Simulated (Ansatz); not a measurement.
**Molecular dynamics of TlMo6S8**

The input (input.yaml):

```yaml
crystal:
  lattice:
    - [4.715626, 2.722568, 3.953085]
    - [-4.715626, 2.722568, 3.953085]
    - [0.0, -5.445136, 3.953085]
  atoms:
    - { symbol: Tl, position: [0.0, 0.0, 0.0] }
    - { symbol: Mo, position: [0.587182, 0.436733, 0.770684] }
    - { symbol: Mo, position: [0.770684, 0.587182, 0.436733] }
    - { symbol: Mo, position: [0.436733, 0.770684, 0.587182] }
    - { symbol: Mo, position: [0.412818, 0.563267, 0.229316] }
    - { symbol: Mo, position: [0.229316, 0.412818, 0.563267] }
    - { symbol: Mo, position: [0.563267, 0.229316, 0.412818] }
    - { symbol: S, position: [0.752899, 0.752899, 0.752899] }
    - { symbol: S, position: [0.247101, 0.247101, 0.247101] }
    - { symbol: S, position: [0.606893, 0.875811, 0.267335] }
    - { symbol: S, position: [0.267335, 0.606893, 0.875811] }
    - { symbol: S, position: [0.875811, 0.267335, 0.606893] }
    - { symbol: S, position: [0.393107, 0.124189, 0.732665] }
    - { symbol: S, position: [0.732665, 0.393107, 0.124189] }
    - { symbol: S, position: [0.124189, 0.732665, 0.393107] }
basis:
  ecutwfc: 500.0
kpoints:
  mp_grid: { grid: [1, 1, 1] }
hamiltonian:
  xc: r2scan
scf:
  occupations: { method: fermi_dirac, width: 0.05 }
  lower_state_search: "off"
md:
  timestep: 2
  n_steps: 30
  ensemble: nvt_nose_hoover
  temperature: 1200.0
  initial_velocities: maxwell_boltzmann
  seed: 555586
  nose_hoover: { tau: 200.0, chain_length: 5 }
```

Launched with:

```bash
$ ansatz run input.yaml --threads 1 --pin off --max-ram 3072MiB --backend cpu --events-out ev --progress --plain --runs-dir out
```

It starts from an unrelaxed structure (largest force component 0.59 eV/Å).

Output, in part (step lines):

```
md step     0: t =     0.00 fs  T =  1200.0 K  F+E_penalty+E_count = -48521.33809467 eV  E_kin = 2.171568 eV  conserved = -48519.16652669 eV  (12 SCF iters)
md step     1: t =     2.00 fs  T =  1210.2 K  F+E_penalty+E_count = -48521.35667736 eV  E_kin = 2.189943 eV  conserved = -48519.16673407 eV  (11 SCF iters)
md step     2: t =     4.00 fs  T =  1205.7 K  F+E_penalty+E_count = -48521.34873132 eV  E_kin = 2.181887 eV  conserved = -48519.16684057 eV  (12 SCF iters)
md step     3: t =     6.00 fs  T =  1186.1 K  F+E_penalty+E_count = -48521.31332051 eV  E_kin = 2.146494 eV  conserved = -48519.16681737 eV  (12 SCF iters)
md step     4: t =     8.00 fs  T =  1152.1 K  F+E_penalty+E_count = -48521.25150369 eV  E_kin = 2.084844 eV  conserved = -48519.16665165 eV  (12 SCF iters)
md step     5: t =    10.00 fs  T =  1105.3 K  F+E_penalty+E_count = -48521.16651280 eV  E_kin = 2.000174 eV  conserved = -48519.16634847 eV  (7 SCF iters)
md step     6: t =    12.00 fs  T =  1048.7 K  F+E_penalty+E_count = -48521.06366991 eV  E_kin = 1.897796 eV  conserved = -48519.16593158 eV  (5 SCF iters)
md step     7: t =    14.00 fs  T =   986.2 K  F+E_penalty+E_count = -48520.95001755 eV  E_kin = 1.784725 eV  conserved = -48519.16544160 eV  (5 SCF iters)
md step     8: t =    16.00 fs  T =   922.3 K  F+E_penalty+E_count = -48520.83368014 eV  E_kin = 1.669045 eV  conserved = -48519.16493123 eV  (5 SCF iters)
md step     9: t =    18.00 fs  T =   861.5 K  F+E_penalty+E_count = -48520.72302042 eV  E_kin = 1.559067 eV  conserved = -48519.16446194 eV  (6 SCF iters)
md step    10: t =    20.00 fs  T =   808.1 K  F+E_penalty+E_count = -48520.62567962 eV  E_kin = 1.462380 eV  conserved = -48519.16409220 eV  (13 SCF iters)
md step    11: t =    22.00 fs  T =   765.3 K  F+E_penalty+E_count = -48520.54765659 eV  E_kin = 1.384940 eV  conserved = -48519.16386934 eV  (5 SCF iters)
md step    12: t =    24.00 fs  T =   735.2 K  F+E_penalty+E_count = -48520.49259299 eV  E_kin = 1.330373 eV  conserved = -48519.16381574 eV  (5 SCF iters)
md step    13: t =    26.00 fs  T =   718.2 K  F+E_penalty+E_count = -48520.46144129 eV  E_kin = 1.299644 eV  conserved = -48519.16392375 eV  (6 SCF iters)
md step    14: t =    28.00 fs  T =   713.5 K  F+E_penalty+E_count = -48520.45258676 eV  E_kin = 1.291181 eV  conserved = -48519.16415973 eV  (5 SCF iters)
md step    15: t =    30.00 fs  T =   719.1 K  F+E_penalty+E_count = -48520.46236376 eV  E_kin = 1.301376 eV  conserved = -48519.16447576 eV  (6 SCF iters)
md step    16: t =    32.00 fs  T =   732.4 K  F+E_penalty+E_count = -48520.48579979 eV  E_kin = 1.325315 eV  conserved = -48519.16482215 eV  (5 SCF iters)
md step    17: t =    34.00 fs  T =   750.2 K  F+E_penalty+E_count = -48520.51739141 eV  E_kin = 1.357545 eV  conserved = -48519.16515836 eV  (5 SCF iters)
md step    18: t =    36.00 fs  T =   769.6 K  F+E_penalty+E_count = -48520.55175881 eV  E_kin = 1.392718 eV  conserved = -48519.16545573 eV  (5 SCF iters)
md step    19: t =    38.00 fs  T =   788.0 K  F+E_penalty+E_count = -48520.58411378 eV  E_kin = 1.426065 eV  conserved = -48519.16569740 eV  (4 SCF iters)
md step    20: t =    40.00 fs  T =   803.3 K  F+E_penalty+E_count = -48520.61054600 eV  E_kin = 1.453681 eV  conserved = -48519.16587637 eV  (12 SCF iters)
md step    21: t =    42.00 fs  T =   813.8 K  F+E_penalty+E_count = -48520.62817433 eV  E_kin = 1.472681 eV  conserved = -48519.16598868 eV  (5 SCF iters)
md step    22: t =    44.00 fs  T =   818.5 K  F+E_penalty+E_count = -48520.63521530 eV  E_kin = 1.481274 eV  conserved = -48519.16603280 eV  (5 SCF iters)
md step    23: t =    46.00 fs  T =   817.2 K  F+E_penalty+E_count = -48520.63099119 eV  E_kin = 1.478768 eV  conserved = -48519.16601173 eV  (6 SCF iters)
md step    24: t =    48.00 fs  T =   809.8 K  F+E_penalty+E_count = -48520.61587651 eV  E_kin = 1.465518 eV  conserved = -48519.16593306 eV  (6 SCF iters)
md step    25: t =    50.00 fs  T =   797.3 K  F+E_penalty+E_count = -48520.59117784 eV  E_kin = 1.442808 eV  conserved = -48519.16580772 eV  (5 SCF iters)
md step    26: t =    52.00 fs  T =   780.6 K  F+E_penalty+E_count = -48520.55895708 eV  E_kin = 1.412677 eV  conserved = -48519.16564798 eV  (6 SCF iters)
md step    27: t =    54.00 fs  T =   761.3 K  F+E_penalty+E_count = -48520.52182750 eV  E_kin = 1.377717 eV  conserved = -48519.16546674 eV  (5 SCF iters)
md step    28: t =    56.00 fs  T =   741.0 K  F+E_penalty+E_count = -48520.48274189 eV  E_kin = 1.340862 eV  conserved = -48519.16527749 eV  (5 SCF iters)
md step    29: t =    58.00 fs  T =   721.2 K  F+E_penalty+E_count = -48520.44478071 eV  E_kin = 1.305179 eV  conserved = -48519.16509317 eV  (4 SCF iters)
md step    30: t =    60.00 fs  T =   703.8 K  F+E_penalty+E_count = -48520.41094435 eV  E_kin = 1.273659 eV  conserved = -48519.16492714 eV  (12 SCF iters)
```

All steps were run. The conserved energy stayed within 0.18 meV per atom of its start (net change 0.11 meV per atom), so the integration is sound. The mean temperature of the second half is 36 % below the set value. A run of 0.06 ps of so small a system gives no equilibrium averages. Limits of this set-up: coarse k mesh, odd electron count without spin.

Mean squared displacements from the first frame to the last, about the centre of mass: Tl 0.03 Å², Mo 0.05 Å², S 0.11 Å².

Last frame:

```xyz
15
Lattice="4.7156 2.7226 3.9531 -4.7156 2.7226 3.9531 0.0000 -5.4451 3.9531" Properties=species:S:1:pos:R:3
Tl -0.172 -0.046 0.043
Mo 0.865 -1.257 7.087
Mo 0.821 1.409 6.950
Mo -1.432 0.024 6.962
Mo -0.748 1.398 4.837
Mo -0.827 -1.489 4.959
Mo 1.375 0.068 4.908
S 0.172 0.090 8.895
S -0.173 -0.146 2.897
S -1.371 2.543 7.011
S -1.249 -2.687 6.892
S 3.010 -0.032 6.620
S 1.686 -2.417 4.761
S 1.577 2.599 4.907
S -2.720 -0.117 4.805
```

The run took 13 min on 1 thread of Arm Neoverse V1, on a shared host, peak memory 0.93 GiB.
